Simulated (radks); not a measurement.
**Mo⁹⁺ in [Ar] 3d9.5 4s2 4p3 5p0.5: an all-electron calculation**

The task here is to estimate one member of a computed series from the others.

The numbers are computed with radks (a radial shooting solver on a logarithmic mesh, Libxc functionals) version 1 (Dirac Kohn-Sham, LDA (Slater exchange, Perdew-Zunger correlation), spin-unpolarised, spherical densities, point nucleus; open shells fill j = l - 1/2 first), except any that are marked as measured or tabulated.

### Starting point

* element: molybdenum (Z = 42)
* charge: +9
* electrons: 33
* configuration: [Ar] 3d9.5 4s2 4p3 5p0.5

The first run:

Input:

```text
Z 42
configuration [Ar] 3d9.5 4s2 4p3 5p0.5
relativity Dirac
functional lda,pz
spin unpolarised
j_filling energy
nucleus point
c 137.035999084
```

One table of the session follows, with a row left open; its other results are not shown here.

It belongs to the step «Radial structure». Radial moments (bohr):

| level | <r> | outermost maximum (interpolated) | 90 % within | nodes |
| --- | --- | --- | --- | --- |
| 1s1/2 | ? | ? | ? | ? |
| 2s1/2 | 0.1535 | 0.130 | 0.238 | 1 |
| 2p1/2 | 0.1308 | 0.101 | 0.214 | 0 |
| 2p3/2 | 0.1353 | 0.105 | 0.220 | 0 |
| 3s1/2 | 0.4262 | 0.383 | 0.629 | 2 |
| 3p1/2 | 0.4197 | 0.369 | 0.634 | 1 |
| 3p3/2 | 0.4299 | 0.379 | 0.649 | 1 |
| 3d3/2 | 0.4055 | 0.317 | 0.646 | 0 |
| 3d5/2 | 0.4088 | 0.320 | 0.651 | 0 |
| 4s1/2 | 1.004 | 0.938 | 1.44 | 3 |
| 4p1/2 | 1.053 | 0.976 | 1.52 | 2 |
| 4p3/2 | 1.072 | 0.995 | 1.55 | 2 |
| 5p1/2 | 2.057 | 2.04 | 2.89 | 3 |
| 5p3/2 | 2.084 | 2.07 | 2.92 | 3 |

Q: Estimate the row for 1s1/2 from the others.

The run gave: <r>: 0.03520; outermost maximum (interpolated): 0.0229; 90 % within: 0.0631; nodes: 0. In the column «<r>» it is the lowest.
